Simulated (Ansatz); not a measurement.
Geometry optimisation, Ansatz 0.2.0, DFT PBEsol, scalar-relativistic, plane waves, PAW.

The input (input.yaml):

```yaml
accuracy: low
crystal:
  lattice:
    - [0.0, 5.43, 5.43]
    - [5.43, 0.0, 5.43]
    - [5.43, 5.43, 0.0]
  atoms:
    - { symbol: Si, position: [0.0, 0.0, 0.0] }
    - { symbol: Si, position: [0.125, 0.125, 0.125] }
    - { symbol: Si, position: [0.0, 0.0, 0.5] }
    - { symbol: Si, position: [0.125, 0.125, 0.625] }
    - { symbol: Si, position: [0.0, 0.5, 0.0] }
    - { symbol: Si, position: [0.125, 0.625, 0.125] }
    - { symbol: Si, position: [0.0, 0.5, 0.5] }
    - { symbol: Si, position: [0.125, 0.625, 0.625] }
    - { symbol: Si, position: [0.5, 0.0, 0.0] }
    - { symbol: Si, position: [0.625, 0.125, 0.125] }
    - { symbol: Si, position: [0.5, 0.0, 0.5] }
    - { symbol: Si, position: [0.625, 0.125, 0.625] }
    - { symbol: Si, position: [0.5, 0.5, 0.0] }
    - { symbol: Si, position: [0.625, 0.625, 0.125] }
    - { symbol: Si, position: [0.5, 0.5, 0.5] }
    - { symbol: Si, position: [0.625, 0.625, 0.625] }
    - { symbol: Al, position: [0.2477651, 0.2492943, 0.7521834], spin: 1.0 }
magnetization:
  spin_polarized: true
basis:
  ecutwfc: 420.0
kpoints:
  mp_grid: { grid: [2, 2, 2] }
hamiltonian:
  xc: pbesol
  pseudopotentials: { kind: paw, azcp: { folder: soft_1 } }
scf:
  occupations: { method: fermi_dirac, width: 0.02 }
  lower_state_search: "off"
relax:
  f_tol: 0.08
  max_steps: 25
  adjacent_minimum: "off"
```

Run as:

```bash
$ ansatz run input.yaml --threads 1 --pin off --max-ram 3072MiB --backend cpu --events-out ev --progress --plain --runs-dir out
```

**Question.** Where does it end, and by what steps?

**Answer.** It converged. The threshold is loose, so the end isn't yet a minimum. The force dipped under the threshold on the way, but the program's further checks kept it going. Limits of this set-up: coarse k mesh, PAW files made for another functional, low accuracy level. After 3 steps the energy has fallen by 0.318 eV; Si2 moved furthest, 0.09 Å.

| step | energy less start (eV) | largest force component (eV/Å) | accepted |
| --- | --- | --- | --- |
| 0 | 0.0000 | 1.011 | yes |
| 1 | -0.2871 | 0.364 | yes |
| 2 | -0.3181 | 0.062 | yes |
| 3 | -0.3181 | 0.062 | yes |

```xyz
17
Lattice="0.0000 5.4300 5.4300 5.4300 0.0000 5.4300 5.4300 5.4300 0.0000" Properties=species:S:1:pos:R:3
Si 0.000 0.000 -0.015
Si 1.410 1.410 1.306
Si 2.717 2.715 -0.004
Si 4.021 4.022 1.307
Si 2.729 0.000 2.715
Si 4.056 1.374 4.088
Si 5.430 2.701 2.715
Si 6.836 4.023 4.122
Si 0.000 2.729 2.715
Si 1.374 4.057 4.088
Si 2.701 5.430 2.715
Si 4.025 6.835 4.121
Si 2.715 2.715 5.431
Si 4.057 4.057 6.771
Si 5.430 5.430 5.443
Si 6.803 6.802 6.772
Al 5.433 5.430 2.709
```

Whether the end is a true minimum wasn't checked by a vibrational analysis.

Run time: 26 s on 1 thread of Intel(R) Xeon(R) 6975P-C (Granite Rapids), with other jobs on the host, peak memory 0.68 GiB.
